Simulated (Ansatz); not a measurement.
This Ansatz 0.2.0 run on WAu needs a look.

input.yaml

```yaml
crystal:
  lattice:
    - [0.0, 2.7928416, 2.90921]
    - [2.7928416, 0.0, 2.90921]
    - [2.7928416, 2.7928416, 0.0]
  atoms:
    - { symbol: W, position: [0.0, 0.0, 0.0] }
    - { symbol: Au, position: [0.75, 0.75, 0.75] }
hamiltonian:
  xc: pbe
  pseudopotentials: { kind: paw }
kpoints:
  mp_grid: { grid: [7, 7, 7] }
  band_path:
    path:
      - [[0.0, 0.0, 0.0], [-0.5, 0.0, -0.5], [-0.5, -0.2304, -0.7304], [-0.3652, -0.3652, -0.7304], [0.0, 0.0, 0.0], [0.5, 0.5, 0.0], [0.3652, 0.3652, -0.2696], [0.0, 0.0, -0.5], [-0.25, 0.25, -0.5], [0.2304, 0.5, -0.2696], [0.5, 0.5, 0.0]]
      - [[-0.5, 0.0, -0.5], [-0.25, 0.25, -0.5]]
    npoints: 14
scf:
  occupations: { method: fermi_dirac, width: 0.05 }
  n_extra_bands: 6
  max_iter: 100
output:
  forces: true
  stress: true
  eigenvalues: true
  fatbands: false
basis:
  ecutwfc: "120 eV"
```

Potentials or basis: Ansatz PAW.

Command:

```console
$ ansatz run input.yaml --threads 2 --pin off --max-ram 5632MiB --backend cpu --events-out ev --progress --plain --runs-dir out
```

Output:

```text
Warning: basis.ecutwfc = 120 eV is below the records' recommended 420 eV, and the density's cutoff is lower with it unless basis.ecutrho_ratio is high enough to keep the records' density cutoff: compare with a run at a higher cutoff
Warning: RAYON_NUM_THREADS=2 ignored (pool sized by the plan → 2); use --threads N
[... 1 line left out ...]
Engine: ansatz 0.2.0, x86_64-unknown-linux-gnu
Pseudopotentials: kind: paw
Pseudopotential: W, paw, valence charge 14, recommended cutoff 420 eV (normal), W.paw.azcp
Pseudopotential: Au, paw, valence charge 19, recommended cutoff 420 eV (normal), Au.paw.azcp
Functional definition: PBE
  parameter kappa = 0.804
  parameter beta = 0.06672455060314922
  exchange = pbe_x(kappa = kappa, mu = beta*pi^2/3)
  correlation = pbe_c(beta = beta)
Crystal: 2 atoms, lattice volume = 45.383 Å³
Basis set: ecut = 120 eV, 137 PW (Γ), exchange–correlation on 30×30×30 points (8 copies of the dense FFT grid, shifted against one another)
Bands: 23, of which v1, the nominal top of the filled ones, is band 17 counted from 1 (16 counted from 0)
Symmetry: 8 space group operations
Space group: I-4m2 (ITA 119), of the structure as read, at distance tolerance 3.6e-5 Å
k-points: 40 of 343 (time reversal used)
Non-local potential: W, projectors of the file, l = 0: 3, l = 1: 2, l = 2: 2, l = 3: 1
Non-local potential: Au, projectors of the file, l = 0: 3, l = 1: 2, l = 2: 2, l = 3: 1
PAW form: soft (Blöchl's): semilocal exchange-correlation on the pseudo side does not see the compensation charge
[... 20 lines left out ...]
Harris-Foulkes:  -23347.364676 eV  (|F-HF|=3.10e-8)
Internal energy: -23347.346906 eV  (E = F + TS)
E sigma→0 (E₀):  -23347.355791 eV
Entropy (-TS):   -0.017771 eV (-8.885 meV/atom)
Fermi energy:    16.507196 eV
--- Per-component energies (eV) ---
  E_band       = -679.597232
  E_kinetic    = 1077.612726
  E_local      = -3035.682898  (includes V_loc(G=0)·N_el)
  E_nonlocal   = -52.283821
  E_hartree    = 1105.559081
  E_xc         = -498.529982
  E_vxc        = -524.498136  (∫ρ·V_xc dr)
  E_paw        = -18153.300026  (= ΣΔE_a)
  E_vpaw       = -355.814016  (= ΣTr[D̂ρ^β])
  E_aug_tail   = -0.053611  (compensation charges beyond the density's cutoff)
  E_ewald      = -3790.668374
  E_smearing   = -0.017771  (= −TS)
  E_closure    = -0.000000  (closes the sum)
  Σ components = -23347.364676   (vs F -23347.364676, Δ=0.00e0)
--- Forces (eV/Å), atoms counted from 1 ---
  atom   1  W      0.00000000     0.00000000     0.00000000
  atom   2  Au    -0.00000000     0.00000000    -0.00000000
  max |Σ_I F_I| component: 3.47e-17 eV/Å
--- Stress (GPa, compression-positive) ---
       33.767701      -0.000000      -0.000000
       -0.000000      33.767701      -0.000000
       -0.000000      -0.000000      26.942706
  P = ⅓ Tr σ = 31.4927 GPa (314.927 kbar)
[... 6 lines left out ...]
```

Task: Diagnose the run.

Result: The run converged. The input holds a flaw that was put in on purpose: a cutoff far too low (basis.ecutwfc = 120 eV). The program doesn't stop on it, so the numbers can't be trusted though the run ends normally.
